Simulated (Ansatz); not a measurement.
# Tb2PbF: the cost of one run

Computed with Ansatz 0.2.0 (DFT PBE, scalar-relativistic, plane waves, PAW; 4f electrons in the core of a trivalent norm-conserving potential, unless a step's input says otherwise).

## Step 1: Starting point

Symmetry: P4/mmm, No. 123, tetragonal system. Conventional cell: a = 3.787 Å, b = 3.787 Å, c = 7.084 Å, α = 90.00°, β = 90.00°, γ = 90.00°. Tb (site symmetry 4/mmm) is surrounded by 4 Tb at 2.68 Å. Pb (site symmetry 4/mmm) is surrounded by 4 F at 2.68 Å. F (site symmetry 4/mmm) is surrounded by 4 Pb at 2.68 Å.

As a file:

```cif
data_structure
_symmetry_space_group_name_H-M 'P4/mmm'
_symmetry_Int_Tables_number 123
_cell_length_a 3.7870
_cell_length_b 3.7870
_cell_length_c 7.0842
_cell_angle_alpha 90.000
_cell_angle_beta 90.000
_cell_angle_gamma 90.000
_cell_volume 101.59
loop_
_atom_site_label
_atom_site_type_symbol
_atom_site_symmetry_multiplicity
_atom_site_Wyckoff_symbol
_atom_site_fract_x
_atom_site_fract_y
_atom_site_fract_z
_atom_site_occupancy
Tb1 Tb 1 c 0.50000 0.50000 0.00000 1
Tb2 Tb 1 a 0.00000 0.00000 0.00000 1
Pb1 Pb 1 d 0.50000 0.50000 0.50000 1
F1 F 1 b 0.00000 0.00000 0.50000 1
```

A structure generator made this guess: random cell by space group and Wyckoff sites (P4/mmm, No. 123). Its size is a rough estimate.

## Step 2: The guess as it stands, on a coarse mesh

Input file input.yaml:

```yaml
crystal:
  lattice:
    - [3.78696262, 0.0, 0.0]
    - [0.0, 3.78696262, 0.0]
    - [0.0, 0.0, 7.0841832]
  atoms:
    - { symbol: Tb, position: [0.5, 0.5, 0.0] }
    - { symbol: Tb, position: [0.0, 0.0, 0.0] }
    - { symbol: Pb, position: [0.5, 0.5, 0.5] }
    - { symbol: F, position: [0.0, 0.0, 0.5] }
basis:
  ecutwfc: 690
kpoints:
  mp_grid: { grid: [4, 4, 4] }
hamiltonian:
  xc: pbe
  pseudopotentials:
    kind: paw
    azcp: { Tb: "pseudopotentials/pbe/nc/lanthanide_3plus/Tb.nc.azcp" }
scf:
  occupations: { method: gaussian, width: 0.1 }
  lower_state_search: "off"
output:
  forces: true
  stress: true
  eigenvalues: true
```

Run with:

```bash
$ ansatz run input.yaml --threads 1 --pin off --max-ram 2560MiB --backend cpu --events-out ev --progress --plain --runs-dir out
```

What time and memory should one allow on 1 thread of Intel Xeon at 2.70GHz, shared host?

About 7.7 s, with a peak of 0.44 GiB.
